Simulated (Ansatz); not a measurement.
# CHGaN+ (triplet): the correlation ladder, cc-pVDZ

One table from this session's results is given with a row withheld; the runs are named, their logs left out.

Program: Ansatz 0.2.0, Gaussian basis. Level of theory: cc-pVDZ, core rule «outside noble gas», up to 16 orbitals frozen. These are calculated values, not measurements.

The runs, in order: UHF; CCSD(T) on ROHF; CCSD(T) on UHF; BCCD(T) on ROHF; CISD as a restricted active space (open shells left free, so some higher excitations enter); CCSDT(Q) on ROHF; CCSDT(Q) on UHF.

31 further runs of the same task are left out: 5 for a known fault of the program, 18 that didn't finish, 8 set aside as unsound or not needed. Runs told in other sessions of the task aren't counted.

**The geometry**

The geometry is a PBE0/def2-TZVP stationary point (not a proven minimum) of the parent state, kept for this charge and spin. No spin-orbit coupling is included. The filled d shell of Ga may be among the frozen orbitals whatever the setting's name suggests.

4 atoms, charge 1, spin multiplicity 3.

Atoms are counted from 1 here; the program's logs count them from 0.

Bond lengths: C1–N2 1.205 Å, C1–H4 1.088 Å, N2–Ga3 1.781 Å. Angles: N2–C1–H4 136.7°, C1–N2–Ga3 172.1°.

Set-up of the first run:

in.yaml reads:

```yaml
crystal:
  periodic: [false, false, false]
  atoms:
    - {symbol: C, position_ang: [-0.000013, -0.230756, 0.823313]}
    - {symbol: N, position_ang: [0.000044, -0.079578, -0.372411]}
    - {symbol: Ga, position_ang: [0.000002, -0.100506, -2.152825]}
    - {symbol: H, position_ang: [-0.000033, 0.410841, 1.701924]}
basis:
  gaussian: {orbitals: cc-pVDZ}
total_charge: 1
magnetization: {spin_polarized: true, initial_magnetization: 2}
hamiltonian: {xc: hf}
output: {orbitals: {seedname: orbitals}}
```

Launch:

```
$ ansatz run in.yaml --threads 1 --pin off --events-out ev --progress --plain --max-ram 2393MiB
```

Steps of the session up to this table: UHF; CCSD(T) on ROHF; CCSD(T) on UHF; BCCD(T) on ROHF; CISD as a restricted active space (open shells left free, so some higher excitations enter); CCSDT(Q) on ROHF; CCSDT(Q) on UHF.

One of the session's tables, all rows but one given; the rest of the session is left out.

| method | from UCCSDT(Q) (kcal/mol) |
| --- | --- |
| ROHF | ? |
| UHF | +204.64 |
| RMP2 | +22.57 |
| UMP2 | +24.29 |
| RCCSD | +11.12 |
| UCCSD | +10.37 |
| RCCSD(T) | +1.93 |
| UCCSD(T) | +1.75 |
| BCCD(T) | +1.95 |
| RCCSDT | +1.42 |
| UCCSDT | +1.01 |
| RCCSDT(Q) | +0.45 |
| UCCSDT(Q) | 0 |

**Question.** Estimate the row for ROHF.

As computed: from UCCSDT(Q) (kcal/mol): +211.10. In the column «from UCCSDT(Q) (kcal/mol)» it is the highest.

Not comparable, so not listed: CISD as a restricted active space (open shells left free, so some higher excitations enter) (they don't share determinant, frozen orbitals or solution with the rows shown, or repeat one).

Limits of these values: Restricted and unrestricted rows rest on different reference determinants; a gap between their highest levels can come from leftover correlation error, from unlike frozen cores or from another state.
